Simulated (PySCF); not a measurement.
# [PbI2]2+: forces at shaken geometries

How stiff is [PbI2]2+? Its atoms are displaced at random by several amounts. The species was built from a template and needn't be a known compound.

The runs use PySCF 2.14.0; TPSS, Pb def2-SVP with ECP60, I def2-SVP with ECP28; scalar-relativistic core potentials, no spin–orbit coupling.

2 further runs of the same task are left out: 1 for a known fault of the program, 1 that didn't finish.

**1. Where the work starts**

3 atoms, charge 2, spin multiplicity 1.

Bond lengths: Pb1–I2 2.671 Å, Pb1–I3 2.671 Å. Angles: I2–Pb1–I3 180.0°.

As a file:

```xyz
3
I2Pb
Pb    0.0000    0.0000    0.0000
I     0.0000    0.0000    2.6709
I     0.0000    0.0000   -2.6709
```

Formal oxidation states: Pb +4. An earlier session relaxed this geometry at TPSS, Pb def2-SVP with ECP60, I def2-SVP with ECP28 (singlet, point group D∞h).

Its energy there is -787.277097 Eh.

**2. Atoms moved at random, σ = 0.15 Å**

Input file run.py (the lines that set the calculation):

```python
mol = gto.M(atom='''
Pb     0.14614     0.08189    -0.20133
I     -0.01327     0.09303     2.81409
I     -0.13286    -0.17491    -2.61275''',
    basis={'Pb': 'def2-SVP', 'I': 'def2-SVP'},
    ecp={'Pb': 'def2-SVP', 'I': 'def2-SVP'},
    charge=2, spin=0)
mf = dft.RKS(mol, xc='TPSS')
mf.grids.atom_grid = (50, 194)
mf = mf.density_fit()  # fitting sets: Pb def2-universal-JKFIT, I def2-universal-JKFIT
mf.conv_tol = 1e-08; mf.max_cycle = 55
mf.kernel(dm0)  # dm0: the density of the relaxed state
```

Run with:

```
> OMP_NUM_THREADS=2 python run.py
```

**3. Atoms moved at random, σ = 0.03 Å**

run.py (the lines that set the calculation), as its differences from that of step 2:

```diff
@@ -1,5 +1,5 @@
 mol = gto.M(atom='''
-Pb     0.14614     0.08189    -0.20133
-I     -0.01327     0.09303     2.81409
-I     -0.13286    -0.17491    -2.61275''',
+Pb    -0.00328     0.02209     0.03115
+I     -0.01651    -0.02481     2.67269
+I      0.01979     0.00271    -2.70385''',
     basis={'Pb': 'def2-SVP', 'I': 'def2-SVP'},
```

**4. Atoms moved at random, σ = 0.15 Å**

run.py (the lines that set the calculation), as its differences from that of step 3:

```diff
@@ -1,5 +1,5 @@
 mol = gto.M(atom='''
-Pb    -0.00328     0.02209     0.03115
-I     -0.01651    -0.02481     2.67269
-I      0.01979     0.00271    -2.70385''',
+Pb    -0.24193     0.00700     0.10823
+I     -0.01123    -0.00176     2.53599
+I      0.25316    -0.00524    -2.64422''',
     basis={'Pb': 'def2-SVP', 'I': 'def2-SVP'},
```

Q: Predict the outcome of this session. Wanted: for each run, σ; energy rise; harmonic estimate −½ F·u; largest force component.

The runs gave:

| σ (Å) | energy rise (eV) | harmonic estimate −½ F·u (eV) | largest force component (eV/Å) |
| --- | --- | --- | --- |
| 0.15 | 0.785 | 0.694 | 5.60 |
| 0.03 | 0.025 | 0.023 | 0.90 |
| 0.15 | 0.497 | 0.564 | 4.99 |

Every displacement raises the energy. For a harmonic well the rise equals −½ F·u; the two differ by at most 13 % here (a move with σ = 0.15 Å), from anharmonicity, the grid and the small forces left at the relaxed point. The bases are small and lack diffuse functions. Spin–orbit coupling is left out.
